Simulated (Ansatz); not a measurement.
# Ga3As2P: the cost of one run

Computed with Ansatz 0.2.0 (DFT PBE, scalar-relativistic, plane waves, PAW, unless a step names another level, unless a step's input says otherwise).

### 1 Starting point

Symmetry: P3m1, No. 156, trigonal system. The conventional cell has a = 4.005 Å, b = 4.005 Å, c = 9.815 Å, α = 90.00°, β = 90.00°, γ = 120.00°. Ga (site symmetry 3m) has 3 P at 2.43 Å and 1 As at 2.49 Å in its first shell of neighbours. Ga (site symmetry 3m) has 1 P at 2.39 Å and 3 As at 2.47 Å in its first shell of neighbours. Ga (site symmetry 3m) is surrounded by 4 As at 2.46 to 2.48 Å. Around P (site symmetry 3m) lie 4 Ga at 2.39 to 2.43 Å. As (site symmetry 3m) has 4 Ga at 2.47 to 2.48 Å in its first shell of neighbours. As (site symmetry 3m) has 4 Ga at 2.46 to 2.49 Å in its first shell of neighbours.

Structure file:

```
Ga P As
1.0
     4.00495    0.00000    0.00000
    -2.00247    3.46838    0.00000
     0.00000    0.00000    9.81517
Ga P As
3 1 2
Direct
  0.00000 0.00000 0.99342
  0.33333 0.66667 0.67337
  0.66667 0.33333 0.33351
  0.33333 0.66667 0.91666
  0.66667 0.33333 0.58627
  0.00000 0.00000 0.24676
```

The cell was relaxed beforehand at this level, from a generated guess; it is a trial structure. At a tolerance of 0.02 Å it has space group P3m1 (No. 156); it has 22.72 Å³/atom, an uncorrected energy of -0.37 eV/atom over the elements and, on its mesh, gap 0.52 eV.

### 2 Strained cells: the elastic tensor

The input, input.yaml:

```yaml
crystal:
  lattice:
    - [4.0049517147, 0.0, 0.0]
    - [-2.0024758573, 3.4683899259, 0.0]
    - [0.0, 0.0, 9.8156171629]
  atoms:
    - { symbol: Ga, position: [0.0, 0.0, 0.9934149267] }
    - { symbol: Ga, position: [0.3333333333, 0.6666666667, 0.6733542526] }
    - { symbol: Ga, position: [0.6666666667, 0.3333333333, 0.3334964805] }
    - { symbol: P, position: [0.3333333333, 0.6666666667, 0.9166876615] }
    - { symbol: As, position: [0.6666666667, 0.3333333333, 0.5862768279] }
    - { symbol: As, position: [0.0, 0.0, 0.2467698507] }
basis:
  ecutwfc: 420
kpoints:
  mp_grid: { grid: [12, 12, 4] }
hamiltonian:
  xc: pbe
scf:
  occupations: { method: fixed }
output:
  forces: true
  stress: true
  eigenvalues: true
  polarization: {}
elastic:
  mode: relaxed_ion
  stencil: two_point
```

Started as:

```console
$ ansatz run input.yaml --threads 4 --pin off --max-ram 8192MiB --backend cpu --events-out ev --progress --plain --runs-dir out
```

What time and memory should one allow on 4 threads of Intel Xeon 6975P-C (Granite Rapids), shared host?

About 7.2 min, with a peak of 1.7 GiB.
